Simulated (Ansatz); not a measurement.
# CH₅B₂N: taking an electron away

The task here is to estimate one member of a computed series from the others.

Computed with Ansatz 0.2.0, Gaussian basis. Level: unrestricted cation, the program's frozen cores in correlated methods.

Plan: UKS PBE-D4/def2-TZVPP; UKS r2SCAN-D4/def2-TZVPP; UKS PBE0-D4/def2-TZVPP; UKS B3LYP-D4/def2-TZVPP; UKS wB97X-V/def2-TZVPP; UKS wB97M-V/def2-TZVPP; UKS B2PLYP/def2-TZVPP; UHF-MP2/def2-TZVPP; UHF-MP2/def2-QZVPP; then −ε(HOMO) from the neutral's earlier runs with LDA (SPW92), PBE-D4, revPBE-D4, BLYP-D4, r2SCAN-D4, B97M-V, PBE0-D4, B3LYP-D4, r2SCANh-D4, r2SCAN0-D4, HSE06-D4, BHLYP-D4, CAM-B3LYP-D4, LC-ωPBE, ωB97X-V, ωB97M-V.

1 further run of the same task is left out (it didn't finish).

### Structure used throughout

The geometry comes from an earlier relaxation with PBE0-D4 in a triple-zeta def2 set; it is a stationary point, not always the lowest conformer.

SMILES `BB1CN1`, 9 atoms, charge 0, spin multiplicity 1.

Atoms are counted from 1 here; the program's logs count them from 0.

Bond lengths: B1–B2 1.632 Å, B1–H5 1.198 Å, B1–H6 1.197 Å, B2–C3 1.590 Å, B2–N4 1.356 Å, C3–N4 1.443 Å, C3–H7 1.088 Å, C3–H8 1.090 Å, N4–H9 1.003 Å. Angles: B2–B1–H5 121.0°, B2–B1–H6 122.0°, H5–B1–H6 116.8°, B1–B2–C3 146.8°, B1–B2–N4 155.1°, C3–B2–N4 58.0°, B2–C3–N4 52.8°, B2–C3–H7 121.4°, B2–C3–H8 118.9°, N4–C3–H7 116.7°, N4–C3–H8 118.4°, H7–C3–H8 114.6°, B2–N4–C3 69.2°, B2–N4–H9 148.3°, C3–N4–H9 134.0°.

Coordinates:

```xyz
9
CH5B2N
B    -0.72751    1.32782   -0.99444
B    -0.16641    0.19736    0.04102
C     0.57531   -1.19846    0.21176
N     0.14258   -0.30758    1.26058
H     0.01800    2.09820   -1.52896
H    -1.87911    1.37701   -1.31816
H     0.03941   -2.14095    0.11916
H     1.64070   -1.25940   -0.01013
H     0.44543   -0.14029    2.20218
```

The first run:

Contents of in.yaml:

```yaml
crystal:
  periodic: [false, false, false]
  atoms:
    - {symbol: B, position_ang: [-0.727506, 1.327817, -0.994444]}
    - {symbol: B, position_ang: [-0.166410, 0.197357, 0.041015]}
    - {symbol: C, position_ang: [0.575308, -1.198465, 0.211761]}
    - {symbol: N, position_ang: [0.142575, -0.307577, 1.260579]}
    - {symbol: H, position_ang: [0.017997, 2.098196, -1.528961]}
    - {symbol: H, position_ang: [-1.879106, 1.377010, -1.318164]}
    - {symbol: H, position_ang: [0.039412, -2.140951, 0.119158]}
    - {symbol: H, position_ang: [1.640699, -1.259397, -0.010126]}
    - {symbol: H, position_ang: [0.445429, -0.140289, 2.202183]}
basis:
  gaussian: {orbitals: def2-TZVPP}
total_charge: 1
magnetization: {spin_polarized: true, initial_magnetization: 1}
hamiltonian: {xc: pbe, dispersion: d4}
```

Launch:

```bash
ansatz run in.yaml --threads 2 --pin off --events-out ev --progress --plain --max-ram 4352MiB
```

Steps of the session up to this table: Cation, UKS PBE-D4/def2-TZVPP; Cation, UKS r2SCAN-D4/def2-TZVPP; Cation, UKS PBE0-D4/def2-TZVPP; Cation, UKS B3LYP-D4/def2-TZVPP; Cation, UKS wB97X-V/def2-TZVPP; Cation, UKS wB97M-V/def2-TZVPP; Cation, UKS B2PLYP (frozen core)/def2-TZVPP; Cation, UHF-MP2/def2-TZVPP; Cation, UHF-MP2/def2-QZVPP.

One of the session's tables, all rows but one given; the rest of the session is left out.

It belongs to the step «Ionisation energies side by side». Orbital estimates, from the neutral's runs:

```
  functional  −ε(HOMO) (eV)
 LDA (SPW92)           6.46
      PBE-D4           6.32
   revPBE-D4           6.26
     BLYP-D4           6.18
   r2SCAN-D4           6.49
      B97M-V           6.55
     PBE0-D4           7.50
    B3LYP-D4           7.29
  r2SCANh-D4           6.94
  r2SCAN0-D4           7.63
    HSE06-D4              ?
    BHLYP-D4           8.58
CAM-B3LYP-D4           8.85
     LC-ωPBE          10.21
     ωB97X-V           9.83
     ωB97M-V           9.73
```

Estimate the missing values for HSE06-D4.

The run gave: −ε(HOMO) (eV): 7.10. In the column «−ε(HOMO) (eV)» it lies between r2SCANh-D4 (6.94) and B3LYP-D4 (7.29).
